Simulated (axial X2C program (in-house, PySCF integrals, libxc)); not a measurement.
# A two-component session on GaSi: EOM-EA-CCSD levels

Aim: EOM-EA-CCSD levels of GaSi, with spin–orbit coupling in the Hamiltonian from the start.

Program: an in-house X2C program for linear molecules on PySCF integrals. Level of theory: two-component X2C with atomic mean-field terms, Ga dyall-acv3z, Si dyall-av3z. These are calculated values, not measurements.

## Step 1: Input

The input, task.json:

```json
{"zs": [31, 14], "q": 0, "bas": ["dyall-acv3z", "dyall-av3z"], "r0": 2.4, "eom": "ea", "thr": -2.0, "nmax": 92, "grid": [1, 0.96, 1.045, 0.92, 1.09, 1.15]}
```

Keys: zs atomic numbers; q charge; bas basis sets; r0 starting distance in Å; eom kind of EOM run; thr threshold in hartree for freezing inner shells (an s shell follows its p shell); nmax most natural virtual spinors; grid distances as factors.

Started as:

```bash
> python soeom.py task.json out
```

The runs that follow: EOM-EA-CCSD at 2.424 Å.

Before running it: what results should come out? Wanted: next root led by one particle; T1 of the reference; lowest state, Re and ωe.

**Answer**, as computed:

| quantity | value |
| --- | --- |
| lowest root at 2.424 Å | Ω = 1/2, 7.417 eV |
| next root led by one particle | Ω = 1/2, about 5000 cm⁻¹ higher |
| T1 of the reference | 0.016 |
| lowest state, Re and ωe | 2.459 Å, 285.7 cm⁻¹ |

What this shows: The added electron is bound by 7.42 eV in a spinor of 45% Si pσ, 40% Ga pσ, 7% Ga sσ. Errors of 0.1 to 0.3 eV are usual at this size, and roots led by higher excitations are left out, so the list is incomplete, and low states of that kind can be missing. T1 or the largest double amplitude of the reference is raised, which lowers the reliability.
